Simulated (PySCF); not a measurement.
Molecule: GeSe (Germanium monoselenide), in a box.

```
Ge Se
1.0
     9.00000    0.00000    0.00000
     0.00000    9.00000    0.00000
     0.00000    0.00000   12.00000
Ge Se
1 1
Direct
  0.50144 0.50233 0.41389
  0.50144 0.50233 0.59178
```

Program: PySCF 2.14.0. Alike in all runs: task atomic charges; potentials or basis 6-31g* (all-electron); no spin polarisation; cell as given; k mesh 1 × 1 × 1; smearing fixed.

**Question.** Order these runs on this cell by their band gap on the k mesh, lowest first.
A. level PBE50; exxdiv ewald
B. level r2SCAN0+D3(BJ); exxdiv ewald; three-body dispersion term no
C. level revTPSS+D3(OP); three-body dispersion term no

**Answer.** C (3.60 eV), B (5.38 eV), A (6.91 eV).

Caveats: this is a molecule in a periodic box at the Γ point, so its band gap is the HOMO-LUMO gap; relativity is left out, which matters for the heavier elements; the basis of atomic orbitals isn't converged, which shifts pressures, moduli and gaps.

Runs at the PBE level aren't shown here.
